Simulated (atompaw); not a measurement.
# Br: generating and testing a PAW (atompaw) potential

Aim: build the potential from the settings below, then test how well it stands in for the atom: scattering, ghost states and the plane-wave cutoff that it needs.

Program: atompaw 4.2.0.5. Reference atom: LDA (PW92), scalar-relativistic, spherical and spin-unpolarised. All values are calculated.

## 1. Starting point

The settings as typed:

| Quantity | Value |
| --- | --- |
| element | bromine (Br, Z = 35) |
| type | PAW |
| frozen core | [Ne] |
| valence charge | 25 |
| reference configuration | 3s2 3p6 3d10 4s1.75 4p5.25 |
| partial waves | 3s (bound): rc 0.70 bohr; 4s (bound): rc 0.80 bohr; 3p (bound): rc 0.70 bohr; 4p (bound): rc 1.20 bohr; 3d (bound): rc 1.20 bohr; 3d channel at -4.05 Ry: rc 1.20 bohr |
| local potential | vpsmatchnc scheme with l = 3 at 0 Ry, radius 0.80 bohr |
| core correction | smooth core density matched at 1.00 bohr |
| augmentation charge | besselshape compensation charge, radius 1.05 bohr; PAW radius 1.20 bohr; waves and projectors: modrrkj vanderbiltortho |

## 2. Generating the potential

Input file Br.input:

```
Br 35
LDA-PW scalarrelativistic loggrid 1500 logderivrange -19 5 601
4 4 3 0 0 0
4 0 1.75
4 1 5.25
0 0 0
c
c
v
v
c
v
v
v
2
1.20 1.05 0.80 1.00
n
n
y
-4.05
n
modrrkj vanderbiltortho besselshape
3 0 vpsmatchnc
0.70
0.80
0.70
1.20
1.20
1.20
PWSCFOUT
UPFDX 0.0125d0 UPFXMIN -7.d0 UPFZMESH 35.d0
END
```

Command:

```
$ atompaw < Br.input > Br.log
```

**Question.** What will these runs give? Wanted: cutoffs for 10 and 1 mRy, occupied levels; bound ghosts; largest phase difference near zero energy, channels read; lowest eigenvalue of the overlap; share of valence orbitals outside the PAW sphere; UPF file.

As calculated:

| quantity | value |
| --- | --- |
| cutoffs for 10 and 1 mRy, occupied levels | 200 Ry and 260 Ry |
| bound ghosts | none found |
| largest phase difference near zero energy, channels read | 0.002 rad |
| lowest eigenvalue of the overlap (Bessel basis) | 0.160 (s) |
| share of valence orbitals outside the PAW sphere | 3s 1 %, 4s 79 %, 3p 1 %, 4p 89 %, 3d 4 % |
| UPF file | written |

**Reading.** It counts as very hard, with 200 Ry needed at the looser tolerance. The slowest occupied level is 3p: taken alone it needs 230 Ry to come within 1 mRy, against 100 Ry for 3d. The Bessel-basis test finds no level below the valence levels. Near zero energy the phases of the channels with partial waves agree within 0.002 rad.
